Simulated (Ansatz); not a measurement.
# GaHClOF (SMILES [OH][Ga]([F])[Cl]): levels of theory compared

Wanted: a comparison of 6 runs (HF/3-21G, B3LYP/6-31G*, CAM-B3LYP/def2-SVPD, revPBE/def2-SVPD, wB97X/def2-SVPD, CCSD/def2-SVPD) of GaHClOF. 

Program for the calculation: Ansatz 0.2.0.

93 further runs of the same task are left out: 93 set aside as unsound or not needed. Runs told in other sessions of the task aren't counted.

## (1) The structure to begin with

The species is GaHClOF (5 atoms), meant as a singlet with charge 0. As SMILES, `[OH][Ga]([F])[Cl]`. One bond was lengthened or shortened from a relaxed shape.

Bond lengths: O1–Ga2 1.761 Å, Ga2–F3 1.733 Å, Ga2–Cl4 2.115 Å, O1–H5 1.105 Å. Angles: O1–Ga2–F3 117.4°, O1–Ga2–Cl4 124.1°, F3–Ga2–Cl4 118.5°, Ga2–O1–H5 113.2°.

## (2) A single-point energy at HF/3-21G (run 1)

Input file molecule.yaml:

```yaml
crystal:
  periodic: [false, false, false]
  atoms:
    - {symbol: O, position_ang: [-0.445812, -1.226626, 0.428133]}
    - {symbol: Ga, position_ang: [-0.009712, 0.180274, -0.536467]}
    - {symbol: F, position_ang: [-0.376212, 0.129974, -2.229067]}
    - {symbol: Cl, position_ang: [0.925888, 1.909374, 0.243033]}
    - {symbol: H, position_ang: [-0.182000, -1.121400, 1.495800]}
basis:
  gaussian: {orbitals: 3-21G-spherical.json}
hamiltonian: {xc: hf}
accuracy: high
output: {orbitals: {seedname: orbitals}}
```

The basis set 3-21G is read from a file made from the Basis Set Exchange's data (not shown).

Command:

```sh
$ ansatz run molecule.yaml --threads 1 --pin off --max-ram 3480MiB --events-out events.jsonl --progress --plain --runs-dir runs
```

The program printed:

```text
Warning: RAYON_NUM_THREADS=1 ignored (pool sized by the plan → 1); use --threads N
Functional definition: HF
  name "HF"
  exchange = exact_x
  correlation = 0
1015 factors; integrals over basis functions are off by at most 7.4e-9 eV
mean field evaluation 1: about -69255.4827 eV, gradient 4.2e1 eV
mean field evaluation 2: about -69255.6203 eV, gradient 4.2e1 eV
mean field evaluation 4: about -69258.9991 eV, gradient 2.1e0 eV
mean field evaluation 8: about -69259.0342 eV, gradient 2.5e-1 eV
mean field evaluation 16: about -69259.0346 eV, gradient 2.3e-8 eV
mean field -69259.03456674 eV, -2545.2225748681 hartree, gradient 5.6e-8 eV, S^2 0.000000; 0 other end points of the search recorded, 0 dependent functions left out
reference -69259.03456674 eV, -2545.2225748681 hartree; 33, 33 occupied and 22, 22 virtual orbitals, 1015 factors
Total energy: -69259.03456674 eV, -2545.2225748681 hartree
```

It took 0.7 s on 1 thread of Arm Neoverse V2, shared host; peak memory 0.12 GiB.

## (3) The energy at B3LYP/6-31G(d) (spherical functions) (run 2)

Input file run.yaml:

```yaml
crystal:
  periodic: [false, false, false]
  atoms:
    - symbol: O
      position_ang: [-0.445812, -1.226626, 0.428133]
    - symbol: Ga
      position_ang: [-0.009712, 0.180274, -0.536467]
    - symbol: F
      position_ang: [-0.376212, 0.129974, -2.229067]
    - symbol: Cl
      position_ang: [0.925888, 1.909374, 0.243033]
    - symbol: H
      position_ang: [-0.182000, -1.121400, 1.495800]
basis:
  gaussian:
    orbitals: 6-31G_st_-spherical.json
accuracy: high
hamiltonian:
  xc: {name: B3LYP}
output: {orbitals: {seedname: orbitals}}
```

The basis set 6-31G* is read from a file made from the Basis Set Exchange's data (not shown).

Command:

```sh
$ ansatz run run.yaml --threads 1 --pin off --max-ram 3480MiB --events-out events.jsonl --progress --plain --runs-dir runs
```

The program printed:

```text
Warning: RAYON_NUM_THREADS=1 ignored (pool sized by the plan → 1); use --threads N
Functional definition: B3LYP
  name "B3LYP"
  parameter a0 = 0.2
  parameter ax = 0.72
  parameter ac = 0.81
  exchange = (1 - a0 - ax)*slater_x + ax*b88_x + a0*exact_x
  correlation = (1 - ac)*vwn_rpa_c + ac*lyp_c
1622 factors; integrals over basis functions are off by at most 4.1e-9 eV
mean field evaluation 1: about -69669.4994 eV, gradient 6.5e1 eV
mean field evaluation 2: about -69634.1573 eV, gradient 1.5e2 eV
mean field evaluation 4: about -69676.6230 eV, gradient 1.1e1 eV
mean field evaluation 8: about -69676.8954 eV, gradient 7.3e-1 eV
mean field evaluation 16: about -69676.8966 eV, gradient 8.4e-5 eV
mean field -69676.89663686 eV, -2560.5787227079 hartree, gradient 7.7e-8 eV, S^2 0.000000; 0 other end points of the search recorded, 0 dependent functions left out
reference -69676.89667479 eV, -2560.5787241018 hartree; 33, 33 occupied and 47, 47 virtual orbitals, 1622 factors
Total energy: -69676.89667479 eV, -2560.5787241018 hartree
```

Run time: 7.2 s. Hardware: 1 thread of Arm Neoverse V2, shared host; peak memory 0.27 GiB.

Runs 3 to 5 aren't shown in full; the table further down has their settings and results.

## (4) A single-point energy at CCSD/def2-SVPD (run 6)

Changes to molecule.yaml since step 2:

```diff
@@ -9,5 +9,6 @@
 basis:
-  gaussian: {orbitals: 3-21G-spherical.json}
-hamiltonian: {xc: hf}
+  gaussian: {orbitals: def2-SVPD}
+correlation: {method: ccsd, frozen_orbitals: {Cl: 5, F: 1, Ga: 9, H: 0, O: 1}}
 accuracy: high
-output: {orbitals: {seedname: orbitals}}
+magnetization: {spin_polarized: false}
+scf: {omitted_lower_state_checks: [cluster_reference, increment]}
```

Command:

```sh
$ ansatz run molecule.yaml --threads 1 --pin off --max-ram 3480MiB --events-out events.jsonl --progress --plain --runs-dir runs
```

The program printed:

```text
Warning: RAYON_NUM_THREADS=1 ignored (pool sized by the plan → 1); use --threads N
[... 12 lines left out ...]
16 core orbitals not correlated: weight in the atoms' cores, before any rotation towards them, 1.000 or more for the frozen orbitals, at most 0.000 for the correlated occupied ones
[... 23 lines left out ...]
Total energy: -69606.61053354 eV, -2557.9957560526 hartree
Checks for a lower state left out: cluster_reference, increment
```

Run time: 50 s. Hardware: 1 thread of Arm Neoverse V2, shared host; peak memory 1 GiB.

## (5) Overview of the runs

```csv
run,level,frozen core orbitals,energy (Eh),HOMO energy (eV),LUMO energy (eV),HOMO–LUMO gap (eV),wall time
1,HF/3-21G,–,-2545.222575,-13.10,1.54,14.63,0.7 s
2,B3LYP/6-31G* (spherical functions),–,-2560.578724,-9.11,-2.10,7.01,7.2 s
3,CAM-B3LYP/def2-SVPD,–,-2560.417973,-11.17,-1.14,10.03,14 s
4,revPBE/def2-SVPD,–,-2560.046850,-8.07,-2.83,5.24,9.9 s
5,wB97X/def2-SVPD,–,-2560.335509,-12.22,0.01,12.23,41 s
6,CCSD/def2-SVPD,16,-2557.995756,–,–,–,50 s
```

## (6) Outcome

| quantity | value |
| --- | --- |
| run 6: total energy | -2557.99576 Eh |
| run 6: correlation energy (16 core orbitals frozen) | -760.7 mEh |
| run 6: T1 diagnostic | 0.015 |

What this shows: Over runs 1, 2, 3, 4, 5 the HOMO–LUMO gap runs from 5.24 eV (revPBE/def2-SVPD) to 14.63 eV (HF/3-21G). The two ends differ in method and basis. Totals of different functionals can't be ranked against each other. All runs together took 2.1 min, the longest 50 s.
